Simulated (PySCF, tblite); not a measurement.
# C₂₀H₁₄O₂: electronic excitations, NMR shifts

Wanted: electronic excitations, NMR shifts for C₂₀H₁₄O₂ (`COC(=O)c1ccc2c(ccc3ccc4ccccc4c32)c1`).

Computed with tblite 0.8.0 and PySCF 2.14.0 and routines of our own; the level stands in each step. Atoms count from 0.

## 1. The starting structure

36 atoms, charge 0, multiplicity 1; geometry from: force field, distance geometry or constructed start.

## 2. Relaxing the molecule with GFN2-xTB

The job: settings as JSON, then the geometry in Å.

```
{"job": {"kind": "relax", "xc": "GFN2-xTB", "basis": "xTB"}, "charge": 0, "multiplicity": 1}
C      6.314900     0.857800     0.938700
O      4.883700     0.785900     0.839100
C      4.443700    -0.295300     0.153500
O      5.136000    -1.145400    -0.372600
C      2.951100    -0.300500     0.099200
C      2.166200     0.653100     0.733700
C      0.772000     0.594500     0.635300
C      0.086100    -0.385900    -0.119100
C      0.915800    -1.401600    -0.678200
C      0.340500    -2.510700    -1.288200
C     -1.035900    -2.668800    -1.314200
C     -1.884900    -1.679400    -0.812800
C     -3.257300    -1.937000    -0.839400
C     -4.169800    -0.999200    -0.402900
C     -3.751100     0.269800    -0.003600
C     -4.725800     1.216000     0.353600
C     -4.373700     2.526700     0.653300
C     -3.046800     2.897500     0.573700
C     -2.071800     1.954000     0.243800
C     -2.360000     0.583800     0.005100
C     -1.373500    -0.451700    -0.292400
C      2.314800    -1.329700    -0.595400
H      6.759500     0.953000    -0.048700
H      6.702700    -0.018100     1.465900
H      6.564200     1.757700     1.515300
H      2.613600     1.442000     1.335800
H      0.224700     1.312700     1.240500
H      0.964100    -3.298000    -1.708500
H     -1.438500    -3.581900    -1.743900
H     -3.629500    -2.891600    -1.205400
H     -5.226200    -1.251600    -0.424200
H     -5.780000     0.946000     0.362800
H     -5.140000     3.252000     0.907800
H     -2.756600     3.932600     0.756700
H     -1.064700     2.338000     0.101100
H      2.926100    -2.105000    -1.060700
```

Started as:

```bash
> OMP_NUM_THREADS=2 python large_run.py task.json out
```

This one command runs all jobs of the session in turn.

The log of the run:

```text
step      E/eV     max force
  0   -1581.03564    2.177
  1   -1581.19038    1.271
  2   -1581.23322    0.352
  3   -1581.24821    0.220
  4   -1581.26800    0.323
  5   -1581.27983    0.354
  6   -1581.28927    0.184
  7   -1581.29561    0.134
  8   -1581.30062    0.138
  9   -1581.30541    0.133
 10   -1581.30972    0.120
 11   -1581.31300    0.115
 12   -1581.31595    0.120
 13   -1581.31917    0.115
 14   -1581.32267    0.122
 15   -1581.32597    0.117
 16   -1581.32896    0.114
 17   -1581.33193    0.144
 18   -1581.33534    0.139
 19   -1581.33927    0.124
 20   -1581.34332    0.110
 21   -1581.34710    0.118
 22   -1581.35054    0.114
 23   -1581.35355    0.099
 24   -1581.35592    0.085
 25   -1581.35772    0.079
 26   -1581.35946    0.078
 27   -1581.36159    0.084
 28   -1581.36413    0.083
 29   -1581.36642    0.077
 30   -1581.36802    0.067
 31   -1581.36930    0.064
 32   -1581.37071    0.072
 33   -1581.37223    0.079
 34   -1581.37365    0.078
 35   -1581.37489    0.075
 36   -1581.37600    0.073
 37   -1581.37702    0.070
 38   -1581.37791    0.051
 39   -1581.37874    0.059
 40   -1581.37966    0.070
 41   -1581.38075    0.086
 42   -1581.38193    0.076
 43   -1581.38307    0.057
 44   -1581.38416    0.066
 45   -1581.38523    0.080
 46   -1581.38619    0.084
 47   -1581.38691    0.059
 48   -1581.38749    0.045
 49   -1581.38808    0.061
 50   -1581.38876    0.067
 51   -1581.38948    0.055
 52   -1581.39016    0.049
 53   -1581.39076    0.041
 54   -1581.39126    0.041
 55   -1581.39162    0.035
 56   -1581.39190    0.029
 57   -1581.39215    0.030
 58   -1581.39240    0.034
 59   -1581.39263    0.029
 60   -1581.39281    0.026
 61   -1581.39296    0.021
 62   -1581.39313    0.028
 63   -1581.39330    0.023
 64   -1581.39345    0.018
```

Run time: 2.1 s. Hardware: 2 threads of Arm Neoverse N1, shared host; peak memory 0.18 GiB.

The steps of the relaxation:

| step | energy from step 0 (eV) | largest force (eV/Å) |
| --- | --- | --- |
| 0 | 0.0000 | 2.1774 |
| 1 | -0.1547 | 1.2715 |
| 2 | -0.1976 | 0.3517 |
| 3 | -0.2126 | 0.2199 |
| 4 | -0.2324 | 0.3231 |
| 5 | -0.2442 | 0.3543 |
| 6 | -0.2536 | 0.1830 |
| 7 | -0.2600 | 0.1338 |
| 8 | -0.2650 | 0.1385 |
| 12 | -0.2803 | 0.1198 |
| 17 | -0.2963 | 0.1431 |
| 22 | -0.3149 | 0.1139 |
| 26 | -0.3238 | 0.0785 |
| 31 | -0.3337 | 0.0641 |
| 36 | -0.3404 | 0.0726 |
| 41 | -0.3451 | 0.0858 |
| 45 | -0.3496 | 0.0801 |
| 50 | -0.3531 | 0.0669 |
| 55 | -0.3560 | 0.0348 |
| 60 | -0.3572 | 0.0254 |
| 61 | -0.3573 | 0.0214 |
| 62 | -0.3575 | 0.0277 |
| 63 | -0.3577 | 0.0225 |
| 64 | -0.3578 | 0.0178 |

Distances of close pairs at the start and the end, largest changes first:

| bond | before (Å) | after (Å) | change (Å) |
| --- | --- | --- | --- |
| C7–C20 | 1.471 | 1.436 | -0.036 |
| C9–C10 | 1.386 | 1.355 | -0.031 |
| C5–C6 | 1.399 | 1.369 | -0.030 |
| C8–C9 | 1.390 | 1.420 | +0.029 |
| C13–C14 | 1.395 | 1.419 | +0.025 |
| C17–C18 | 1.396 | 1.372 | -0.024 |
| C12–C13 | 1.379 | 1.355 | -0.024 |
| C19–C20 | 1.461 | 1.437 | -0.024 |

The final coordinates are the input of the step that follows.

## 3. Electronic excitations: TDA PBE0/6-31G*

The job: settings as JSON, then the geometry in Å.

```
{"job": {"kind": "uv", "basis": "6-31G*", "grid": 1, "kgrid": 0, "vcut": 1.5, "nstates": 6, "ntriplets": 2, "tda": true, "delta": [], "pop": true, "xc": "PBE0"}, "charge": 0, "multiplicity": 1}
C      6.168242     0.958118     1.003633
O      4.759842     0.817676     0.920380
C      4.325199    -0.215812     0.179147
O      5.074778    -0.981357    -0.378289
C      2.849999    -0.293454     0.116311
C      2.022624     0.566103     0.858419
C      0.661162     0.490877     0.731930
C      0.046972    -0.434754    -0.137245
C      0.882905    -1.397955    -0.762505
C      0.302205    -2.507778    -1.431017
C     -1.038125    -2.701036    -1.392472
C     -1.901428    -1.722028    -0.834562
C     -3.299753    -1.960578    -0.785956
C     -4.146293    -1.038495    -0.266248
C     -3.672284     0.253145     0.082426
C     -4.570809     1.265845     0.461156
C     -4.143001     2.554401     0.640374
C     -2.805123     2.875339     0.393480
C     -1.900457     1.896358     0.067578
C     -2.287961     0.545761    -0.025381
C     -1.373311    -0.520667    -0.327843
C      2.274957    -1.280585    -0.654863
H      6.598805     1.039265     0.003363
H      6.607353     0.091774     1.502821
H      6.352305     1.863333     1.576049
H      2.473180     1.272188     1.538047
H      0.042966     1.116140     1.356223
H      0.955721    -3.220662    -1.911267
H     -1.484230    -3.590822    -1.813221
H     -3.666633    -2.911832    -1.144597
H     -5.202754    -1.244316    -0.166836
H     -5.614839     1.011056     0.578962
H     -4.839796     3.328815     0.925696
H     -2.486242     3.906219     0.446424
H     -0.888896     2.177154    -0.182398
H      2.916371    -1.985682    -1.163040
```

Method: TDA PBE0/6-31G*, vertical, gas phase, core orbitals frozen in the response, virtual orbitals cut by energy.

The log of the run:

```text
start: PBE on a coarse grid of 30782 points
cycle   1  E = -919.8495725026  dE =  3.832e+00  |g| = 1.140e+00  |ddm| = 7.169e+00
cycle   2  E = -919.0161757720  dE =  8.334e-01  |g| = 2.283e+00  |ddm| = 3.788e+00
cycle   3  E = -920.0373483105  dE = -1.021e+00  |g| = 7.058e-01  |ddm| = 2.998e+00
cycle   4  E = -920.1425046528  dE = -1.052e-01  |g| = 1.864e-01  |ddm| = 7.868e-01
cycle   5  E = -920.1471373891  dE = -4.633e-03  |g| = 9.951e-02  |ddm| = 2.355e-01
cycle   6  E = -920.1492176915  dE = -2.080e-03  |g| = 3.130e-02  |ddm| = 1.391e-01
cycle   7  E = -920.1494625308  dE = -2.448e-04  |g| = 1.458e-02  |ddm| = 5.567e-02
cycle   8  E = -920.1495237630  dE = -6.123e-05  |g| = 3.346e-03  |ddm| = 2.001e-02
final grid: 135683 points
cycle   9  E = -919.9784780959  dE = -9.681e-03  |g| = 7.031e-02  |ddm| = 1.109e+00
cycle  10  E = -919.9775129946  dE =  9.651e-04  |g| = 1.011e-01  |ddm| = 1.602e-01
cycle  11  E = -919.9795501000  dE = -2.037e-03  |g| = 1.989e-02  |ddm| = 1.008e-01
cycle  12  E = -919.9796283547  dE = -7.825e-05  |g| = 6.003e-03  |ddm| = 2.184e-02
cycle  13  E = -919.9796336719  dE = -5.317e-06  |g| = 1.606e-03  |ddm| = 6.246e-03
cycle  14  E = -919.9796343971  dE = -7.253e-07  |g| = 4.979e-04  |ddm| = 2.133e-03
cycle  15  E = -919.9796346794  dE = -2.823e-07  |g| = 2.335e-04  |ddm| = 8.456e-04
cycle  16  E = -919.9796348040  dE = -1.245e-07  |g| = 4.490e-05  |ddm| = 3.381e-04
converged SCF energy = -919.9796348040

Static polarisability (au): isotropic 228.238, principal 80.702 248.945 355.067

Singlet excitations
state   eV       nm        f      main configurations
  1   3.6830    336.6   0.01375   H-1->L 0.39, H->L+1 0.29, H->L 0.24
  2   3.8869    319.0   0.10399   H->L 0.60, H-1->L 0.18, H->L+1 0.11
  3   4.5687    271.4   0.05414   H-1->L+1 0.38, H->L+2 0.20, H-3->L 0.14
  4   4.6222    268.2   0.72603   H->L+1 0.45, H-1->L 0.30, H->L+2 0.12
  5   4.8472    255.8   0.01466   H-4->L 0.67, H-4->L+2 0.11
  6   4.8734    254.4   0.07896   H->L+3 0.23, H->L+2 0.23, H-3->L 0.22

Triplet excitations (Tamm-Dancoff, eV): 2.7108 3.2370
```

It took 46 s on 2 threads of Arm Neoverse N1, shared host; peak memory 0.87 GiB.

Frontier orbitals and where they lie:

| orbital | eV | atoms |
| --- | --- | --- |
| HOMO−4 | -7.73 | O3 71 %, O1 10 %, C2 6 % |
| HOMO−3 | -7.40 | C5 12 %, C17 12 %, C8 12 % |
| HOMO−2 | -7.32 | C15 14 %, C18 13 %, C6 13 % |
| HOMO−1 | -6.26 | C12 15 %, C10 14 %, C17 9 % |
| HOMO | -5.96 | C20 14 %, C18 10 %, C9 9 % |
| LUMO | -1.58 | C13 11 %, C21 11 %, C4 10 % |
| LUMO+1 | -1.09 | C10 14 %, C5 13 %, C9 11 % |
| LUMO+2 | -0.44 | C15 14 %, C18 13 %, C21 11 % |
| LUMO+3 | 0.12 | C5 14 %, C19 12 %, C6 12 % |

With each of the 6 states as a Gaussian band of 0.4 eV half-width at 1/e, the curve within the window shown has maxima at 268 nm (ε 34,000) L/(mol cm). Beyond the last state computed it falls off for lack of states. The curve at chosen wavelengths:

nm, ε (L/mol/cm) and a bar:
```
      240       6752 ######
      246      13150 ###########
      253      22526 ####################
      259      29756 ##########################
      266      34123 ##############################
      272      33334 #############################
      279      28252 #########################
      285      22330 ####################
      292      15854 ##############
      298      11664 ##########
      305       8529 #######
      311       6983 ######
      318       5924 #####
      324       5278 #####
      331       4571 ####
      337       3937 ###
      344       3179 ###
      350       2555 ##
      357       1903 ##
      363       1434 #
      370        998 #
      376        714 #
      383        472 
      389        324 
      396        206 
      402        137
```

Ground-state properties from the same run:

| property | computed |
| --- | --- |
| dipole moment (D) | 2.13 |
| polarisability (Å³) | 33.82 |
| HOMO–LUMO gap (eV) | 4.38 |
| −ε(HOMO) (eV) | 5.96 |

## 4. NMR shifts: GIAO PBE0/pcSseg-1

Settings changed since step 3:

```diff
@@ -1,2 +1,2 @@
-{"job": {"kind": "uv", "basis": "6-31G*", "grid": 1, "kgrid": 0, "vcut": 1.5, "nstates": 6, "ntriplets": 2, "tda": true, "delta": [], "pop": true, "xc": "PBE0"}, "charge": 0, "multiplicity": 1}
+{"job": {"kind": "nmr", "xc": "PBE0", "basis": "pcSseg-1", "pop": false}, "charge": 0, "multiplicity": 1}
 C      6.168242     0.958118     1.003633
```

Level: GIAO PBE0/pcSseg-1 NMR shielding, non-relativistic, gas phase.

The log of the run:

```text
start: PBE on a coarse grid of 30782 points
cycle   1  E = -919.3301177699  dE =  3.806e+00  |g| = 1.147e+00  |ddm| = 6.913e+00
cycle   2  E = -918.4787025054  dE =  8.514e-01  |g| = 2.328e+00  |ddm| = 4.373e+00
cycle   3  E = -919.5112044531  dE = -1.033e+00  |g| = 7.042e-01  |ddm| = 3.582e+00
cycle   4  E = -919.6107183432  dE = -9.951e-02  |g| = 1.877e-01  |ddm| = 7.959e-01
cycle   5  E = -919.6147305400  dE = -4.012e-03  |g| = 1.064e-01  |ddm| = 2.203e-01
cycle   6  E = -919.6170208472  dE = -2.290e-03  |g| = 3.015e-02  |ddm| = 1.598e-01
cycle   7  E = -919.6172176548  dE = -1.968e-04  |g| = 1.633e-02  |ddm| = 5.785e-02
cycle   8  E = -919.6172957935  dE = -7.814e-05  |g| = 3.342e-03  |ddm| = 2.205e-02
final grid: 288254 points
cycle   9  E = -919.8720480835  dE = -1.245e-02  |g| = 7.339e-02  |ddm| = 7.177e-01
cycle  10  E = -919.8710357425  dE =  1.012e-03  |g| = 1.052e-01  |ddm| = 1.608e-01
cycle  11  E = -919.8731484204  dE = -2.113e-03  |g| = 2.070e-02  |ddm| = 1.190e-01
cycle  12  E = -919.8732234550  dE = -7.503e-05  |g| = 7.194e-03  |ddm| = 2.529e-02
cycle  13  E = -919.8732331720  dE = -9.717e-06  |g| = 1.891e-03  |ddm| = 7.217e-03
cycle  14  E = -919.8732309855  dE =  2.187e-06  |g| = 4.906e-04  |ddm| = 2.407e-03
cycle  15  E = -919.8732342299  dE = -3.244e-06  |g| = 2.496e-04  |ddm| = 9.165e-04
cycle  16  E = -919.8732352013  dE = -9.714e-07  |g| = 4.991e-05  |ddm| = 4.124e-04
converged SCF energy = -919.8732352013

GIAO shielding tensors (ppm)
atom      isotropic    diamagn.    paramagn.     s11        s22        s33       span
  0 C      132.734     233.427    -100.694    103.656    116.921    177.623     73.967
  1 O      154.913     405.151    -250.238    -29.820    245.781    248.777    278.596
  2 C       13.259     250.455    -237.196    -80.246     52.241     67.782    148.028
  3 O      -79.072     402.265    -481.337   -345.410   -224.889    333.083    678.493
  4 C       55.123     260.964    -205.841    -37.453     42.783    160.041    197.494
  5 C       55.065     254.239    -199.174    -46.400     34.886    176.708    223.108
  6 C       52.961     256.294    -203.334    -45.968     34.935    169.915    215.883
  7 C       50.347     255.806    -205.459    -30.276     -5.817    187.132    217.408
  8 C       50.699     257.122    -206.424    -23.286    -14.154    189.536    212.822
  9 C       52.250     251.109    -198.859    -48.856     47.345    158.260    207.115
 10 C       53.906     252.677    -198.771    -45.705     50.776    156.646    202.351
 11 C       51.233     257.386    -206.153    -25.910     -8.022    187.630    213.540
 12 C       54.543     248.344    -193.802    -44.562     51.347    156.844    201.407
 13 C       52.171     250.838    -198.667    -48.345     47.208    157.649    205.993
 14 C       49.696     253.513    -203.817    -26.499    -15.309    190.896    217.395
 15 C       52.828     245.612    -192.784    -48.082     45.161    161.405    209.487
 16 C       54.862     255.631    -200.770    -53.618     40.646    177.557    231.175
 17 C       54.930     253.581    -198.651    -54.161     42.574    176.376    230.537
 18 C       52.268     253.938    -201.670    -48.985     34.118    171.670    220.655
 19 C       52.929     254.090    -201.161    -28.738     -0.905    188.431    217.169
 20 C       55.533     247.642    -192.109    -17.742      3.654    180.685    198.427
 21 C       47.996     249.710    -201.713    -50.130     29.929    164.190    214.319
 22 H       27.273      22.935       4.338     23.395     25.058     33.366      9.971
 23 H       27.463      22.340       5.123     23.473     25.064     33.852     10.380
 24 H       27.643      24.386       3.257     23.155     26.447     33.327     10.172
 25 H       23.008      35.522     -12.513     16.576     23.122     29.327     12.751
 26 H       22.442      36.791     -14.349     13.979     22.334     31.013     17.034
 27 H       23.291      33.064      -9.773     17.372     24.416     28.085     10.712
 28 H       23.489      32.884      -9.396     17.555     24.827     28.083     10.528
 29 H       23.523      31.145      -7.622     17.600     24.884     28.085     10.485
 30 H       23.392      30.815      -7.423     17.754     24.600     27.822     10.068
 31 H       23.316      29.616      -6.300     17.917     24.203     27.828      9.911
 32 H       23.648      27.070      -3.422     19.108     25.136     26.701      7.593
 33 H       23.625      31.606      -7.981     18.553     24.605     27.715      9.162
 34 H       22.419      35.617     -13.198     14.150     22.401     30.707     16.557
 35 H       22.313      35.798     -13.485     15.835     22.461     28.643     12.808
```

Wall time 90 s (2 threads of Arm Neoverse N1, shared host); peak memory 1.3 GiB.

Shifts follow as δ = σ(reference) − σ, with reference shieldings (ppm) from runs at the same level and on the same kind of geometry: 1H TMS 31.72, 13C TMS 186.9, 17O H2O 336.1. The references are single molecules in the gas phase, so shifts against H2O, NH3, PH3, H3PO4 or CFCl3 are not on the usual liquid scales and can be off by tens of ppm. Atoms listed in one row are averaged.

| atoms | environment | σ (ppm) | δ (ppm) | δ scaled to CDCl3 |
| --- | --- | --- | --- | --- |
| C2 | ester carbonyl carbon | 13.3 | 173.7 | 167.6 |
| C21 | aromatic CH | 48.0 | 138.9 | 133.7 |
| C14 | ring-fusion aromatic carbon | 49.7 | 137.2 | 132.0 |
| C7 | ring-fusion aromatic carbon | 50.3 | 136.6 | 131.4 |
| C8 | ring-fusion aromatic carbon | 50.7 | 136.2 | 131.0 |
| C11 | ring-fusion aromatic carbon | 51.2 | 135.7 | 130.5 |
| C13 | aromatic CH | 52.2 | 134.8 | 129.6 |
| C9 | aromatic CH | 52.2 | 134.7 | 129.5 |
| C18 | aromatic CH | 52.3 | 134.7 | 129.5 |
| C15 | aromatic CH | 52.8 | 134.1 | 129.0 |
| C19 | ring-fusion aromatic carbon | 52.9 | 134.0 | 128.9 |
| C6 | aromatic CH | 53.0 | 134.0 | 128.8 |
| C10 | aromatic CH | 53.9 | 133.0 | 127.9 |
| C12 | aromatic CH | 54.5 | 132.4 | 127.3 |
| C16 | aromatic CH | 54.9 | 132.1 | 127.0 |
| C17 | aromatic CH | 54.9 | 132.0 | 126.9 |
| C5 | aromatic CH | 55.1 | 131.9 | 126.8 |
| C4 | substituted aromatic carbon | 55.1 | 131.8 | 126.7 |
| C20 | ring-fusion aromatic carbon | 55.5 | 131.4 | 126.3 |
| C0 | methyl carbon bonded to O | 132.7 | 54.2 | 51.0 |
| H35 | hydrogen on an aromatic CH | 22.31 | 9.40 | 8.97 |
| H34 | hydrogen on an aromatic CH | 22.42 | 9.30 | 8.87 |
| H26 | hydrogen on an aromatic CH | 22.44 | 9.27 | 8.85 |
| H25 | hydrogen on an aromatic CH | 23.01 | 8.71 | 8.32 |
| H27 | hydrogen on an aromatic CH | 23.29 | 8.43 | 8.05 |
| H31 | hydrogen on an aromatic CH | 23.32 | 8.40 | 8.03 |
| H30 | hydrogen on an aromatic CH | 23.39 | 8.32 | 7.95 |
| H28 | hydrogen on an aromatic CH | 23.49 | 8.23 | 7.86 |
| H29 | hydrogen on an aromatic CH | 23.52 | 8.19 | 7.83 |
| H33 | hydrogen on an aromatic CH | 23.62 | 8.09 | 7.73 |
| H32 | hydrogen on an aromatic CH | 23.65 | 8.07 | 7.71 |
| H22, H23, H24 | hydrogen on a methyl carbon bonded to O | 27.46 | 4.26 | 4.12 |
| O3 | ester carbonyl oxygen | -79.1 | 415.2 | – |
| O1 | ester alkoxy oxygen | 154.9 | 181.2 | – |

The scaled column applies a straight-line fit of computed shieldings to shifts measured in CDCl3 (root-mean-square error 0.16 ppm for H, 1.9 ppm for C).

Ring of atoms C4, C5, C6, C7, C8, C21: NICS(0) -8.7, NICS(1) -11.5, NICS(1)zz -27.4 ppm (means of both faces; NICS(1) differs between them: -12.6 and -10.3).

Ring of atoms C7, C8, C9, C10, C11, C20: NICS(0) -6.3, NICS(1) -9.9, NICS(1)zz -22.7 ppm (means of both faces).

Ring of atoms C11, C12, C13, C14, C19, C20: NICS(0) -6.5, NICS(1) -10.0, NICS(1)zz -23.0 ppm (means of both faces).

## 5. Results

| quantity | value |
| --- | --- |
| lowest singlet (PBE0/6-31G*) | 3.68 eV (337 nm), f = 0.014 |
| brightest single state of those computed | state 4, 4.62 eV, f = 0.726 |
| lowest triplet | 2.71 eV |
| 13C shifts against TMS (PBE0/pcSseg-1) | 173.7, 138.9, 137.2, 136.6, 136.2, 135.7, 134.8, 134.7, 134.7, 134.1, 134.0, 134.0, 133.0, 132.4 ppm and more |
| 1H shifts against TMS (PBE0/pcSseg-1, means over atoms taken as alike) | 9.40, 9.30, 9.27, 8.71, 8.43, 8.40, 8.32, 8.23, 8.19, 8.09, 8.07, 4.26 ppm |
| 17O shifts against H2O (PBE0/pcSseg-1) | 415.2, 181.2 ppm |

What this shows: The first singlet state (HOMO−1→LUMO 0.39, HOMO→LUMO+1 0.29) lies at 3.68 eV and is weak; of the 6 states computed, the strongest absorption comes from state 4 at 4.62 eV. The lowest triplet lies 0.97 eV below the lowest singlet. At PBE0/pcSseg-1: The largest span, 678 ppm, is at O3, where the paramagnetic term is -481 ppm. NICS(1)zz of -27 ppm above the planar ring from C4 marks a diatropic (aromatic) ring current.
